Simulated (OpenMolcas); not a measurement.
# Fe²⁺ among point charges: CASSCF and CASPT2 levels and susceptibility

Aim: the splitting of the states of Fe²⁺ in the field of 3 point charges, its lowest levels with spin-orbit coupling and its magnetic susceptibility.

Method: state-averaged CASSCF and CASPT2, spin-orbit coupling by RASSI with atomic mean-field integrals. Code: OpenMolcas 26.06.

### Step 1. The system

* Species: Fe²⁺ (iron, Z = 26, 24 electrons)
* Basis: ANO-RCC-VDZP [5s4p2d1f], 34 functions
* Scalar Hamiltonian: DKH2, point nucleus
* Inactive shells: 1s 2s 2p 3s 3p
* Active space: 6 electrons in 5 orbitals (3d)
* Some configurations of this space: 3d⁶
* Orbitals: optimised for each spin and parity, averaged over all roots

Outer shells as boxes (Hund's rule):

3d6
```
3d [↑↓][↑ ][↑ ][↑ ][↑ ]
```

The ion sits among 3 point charges of -2.5 e arranged as a planar triangle (D3h), 2.15 Å from the ion.

The work runs as a chain of OpenMolcas steps in one folder; each step below is one input file. Labels, J, g values, rates, χT and fits are worked out afterwards by a script from the matrices that RASSI stores.

### Step 2. One- and two-electron integrals

Input file a.inp:

```
&GATEWAY
Coord
1

Fe 0.0 0.0 0.0
Basis=ANO-RCC-VDZP
Group=NoSym
NoMove
AngMom=0.0 0.0 0.0
AMFI
XField
3 Angstrom 0
2.150000 0.000000 0.000000 -2.500000
-1.075000 1.861955 0.000000 -2.500000
-1.075000 -1.861955 0.000000 -2.500000
&SEWARD
```

On the command line:

```bash
$ OMP_NUM_THREADS=1 MOLCAS_MEM=1689 MOLCAS_PROJECT=a pymolcas a.inp > a.log
```

### Step 3. CASSCF: quintets, 5 roots

Input file a.inp:

```
&RASSCF
FileOrb=start.orb
Symmetry=1
Spin=5
nActEl=6 0 0
Inactive=9
Ras2=5
CIRoot=5 5 1
SDav=5
CIMx=300
Iter=120 100
PrWF=0.3
OrbListing=Nothing
MaxOrb=0
>>> COPY $Project.JobIph JOB001
```

start.orb holds the contracted functions of the basis, ordered by shell, or the orbitals of the step before.

### Step 4. Reference wave functions, triplets, 45 roots

Input file a.inp:

```
&RASSCF
FileOrb=start.orb
Symmetry=1
Spin=3
nActEl=6 0 0
Inactive=9
Ras2=5
CIRoot=45 45 1
SDav=45
CIMx=300
Iter=120 100
PrWF=0.3
OrbListing=Nothing
MaxOrb=0
>>> COPY $Project.JobIph JOB002
```

### Step 5. Reference wave functions, singlets, 50 roots

Input file a.inp:

```
&RASSCF
FileOrb=start.orb
Symmetry=1
Spin=1
nActEl=6 0 0
Inactive=9
Ras2=5
CIRoot=50 50 1
SDav=50
CIMx=300
Iter=120 100
PrWF=0.3
OrbListing=Nothing
MaxOrb=0
>>> COPY $Project.JobIph JOB003
```

### Step 6. RASSI: spin-orbit coupling between the states

Input file a.inp:

```
&RASSI
NrOfJobIphs=3 5 45 50
1 2 3 4 5
1 2 3 4 5 6 7 8 9 10 11 12 13 14 15 16 17 18 19 20 21 22 23 24 25 26 27
28 29 30 31 32 33 34 35 36 37 38 39 40 41 42 43 44 45
1 2 3 4 5 6 7 8 9 10 11 12 13 14 15 16 17 18 19 20 21 22 23 24 25 26 27
28 29 30 31 32 33 34 35 36 37 38 39 40 41 42 43 44 45 46 47 48 49 50
IphNames
JOB001
JOB002
JOB003
EJob
SpinOrbit
DIPRint=1.0
SOCoupling=1000.0
Subsets=2
Property=9
'ANGMOM' 1 'ANGMOM' 2 'ANGMOM' 3 'MLTPL  1' 1 'MLTPL  1' 2 'MLTPL  1' 3
'AMFI' 1 'AMFI' 2 'AMFI' 3
SOProperty=3
'ANGMOM' 1 'ANGMOM' 2 'ANGMOM' 3
```

### Step 7. CASPT2: IPEA 0.25, imaginary shift 0.1 (closed shells correlated: 3s 3p)

Input file a.inp:

```
>>> COPY JOB001 $Project.JobIph
&CASPT2
Multistate=5 1 2 3 4 5
NoMult
Frozen=5
IPEA=0.25
Imaginary=0.1
MaxIter=60
WThr=0.0 0.3 0.05
PrWF=0.5
NoMix
>>> COPY JOB002 $Project.JobIph
&CASPT2
Multistate=45 1 2 3 4 5 6 7 8 9 10 11 12 13 14 15 16 17 18 19 20 21 22
23 24 25 26 27 28 29 30 31 32 33 34 35 36 37 38 39 40 41 42 43 44 45
NoMult
Frozen=5
IPEA=0.25
Imaginary=0.1
MaxIter=60
WThr=0.0 0.3 0.05
PrWF=0.5
NoMix
>>> COPY JOB003 $Project.JobIph
&CASPT2
Multistate=50 1 2 3 4 5 6 7 8 9 10 11 12 13 14 15 16 17 18 19 20 21 22
23 24 25 26 27 28 29 30 31 32 33 34 35 36 37 38 39 40 41 42 43 44 45 46
47 48 49 50
NoMult
Frozen=5
IPEA=0.25
Imaginary=0.1
MaxIter=60
WThr=0.0 0.3 0.05
PrWF=0.5
NoMix
```

(Steps that only read results are left out.)

**Question.** What will these runs give? Wanted: spin-free ground state; first state of the same spin within the active space; lowest level; next level.

**Answer**, as computed:

| quantity | value |
| --- | --- |
| method | SS-CASPT2, IPEA 0.25, imaginary shift 0.1 (closed shells correlated: 3s 3p) |
| spin-free ground state | 5A1, 1-fold in its orbital part |
| first state of the same spin within the active space | 5E at 5630 cm⁻¹ |
| lowest level | 1-fold A1 |
| next level | 8.4 cm⁻¹ |
| χT at 300 K | 3.28 cm³ K/mol |
| effective moment at 300 K | 5.12 μB |

Cost by method:

```tsv
method	time of its own steps	time with the reference
A. CASSCF	29 s	29 s
B. SS-CASPT2, IPEA 0.25, imaginary shift 0.1, +3s 3p	10 s	39 s
```

Times are of one thread on a shared host.

The spin-free ground state (5A1) comes to 100 % from free-ion D terms and keeps the highest spin of the shell. χT at 300 K is 3.28, against 3.01 cm³ K/mol for the spin alone, so orbital moment adds to it. An active space of the d shell alone favours high spin; real ions in strong fields can be low spin. CASPT2 does not keep the components of a term degenerate, and the means are used. The field of point charges can differ much from that of real complexes. With metal d orbitals alone active, the gaps between spin states are rough; where two lie within a few thousand cm-1, their order is open. This is an electrostatic model: the charges have no orbitals.
